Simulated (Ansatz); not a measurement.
# GaF: small, medium and large basis sets

The task here is to estimate one member of a computed series from the others.

Method: one geometry, several basis sets; program: Ansatz 0.2.0, Gaussian basis.

Plan: PBE0-D4/def2-SVP; ωB97M-V/def2-SVP; PBE0-D4/def2-QZVPP; ωB97M-V/def2-QZVPP; the functionals' def2-TZVPP values are taken from earlier runs.

### Structure used throughout

The geometry comes from an earlier relaxation with PBE0-D4 in a triple-zeta def2 set; it is a stationary point.

SMILES `[F][Ga]`, 2 atoms, charge 0, spin multiplicity 1.

Atoms are counted from 1 here; the program's logs count them from 0.

Bond lengths: F1–Ga2 1.786 Å.

Set-up of the first run:

File in.yaml:

```yaml
crystal:
  periodic: [false, false, false]
  atoms:
    - {symbol: F, position_ang: [0.000000, 0.000000, 0.006389]}
    - {symbol: Ga, position_ang: [-0.000000, -0.000000, 1.792761]}
basis:
  gaussian: {orbitals: def2-SVP}
hamiltonian: {xc: pbe0, dispersion: d4}
output: {orbitals: {seedname: orbitals}}
```

The run is started by

```
$ ansatz run in.yaml --threads 2 --pin off --events-out ev --progress --plain --max-ram 32768MiB --backend cpu
```

Among the steps run: PBE0-D4 in def2-SVP; ωB97M-V in def2-SVP; PBE0-D4 in def2-QZVPP; ωB97M-V in def2-QZVPP.

One of the session's tables, all rows but one given; the rest of the session is left out.

It belongs to the step «Functionals by basis». 

| functional | basis | HOMO (eV) |
| --- | --- | --- |
| PBE0-D4 | def2-SVP | -7.71 |
| PBE0-D4 | def2-TZVPP | -7.79 |
| PBE0-D4 | def2-QZVPP | -7.84 |
| ωB97M-V | def2-SVP | -9.91 |
| ωB97M-V | def2-TZVPP | -10.00 |
| ωB97M-V | def2-QZVPP | ? |

Q: Estimate the row for ωB97M-V, def2-QZVPP from the others.

**Answer.** HOMO (eV): -10.06. In the column «HOMO (eV)» it is the lowest.
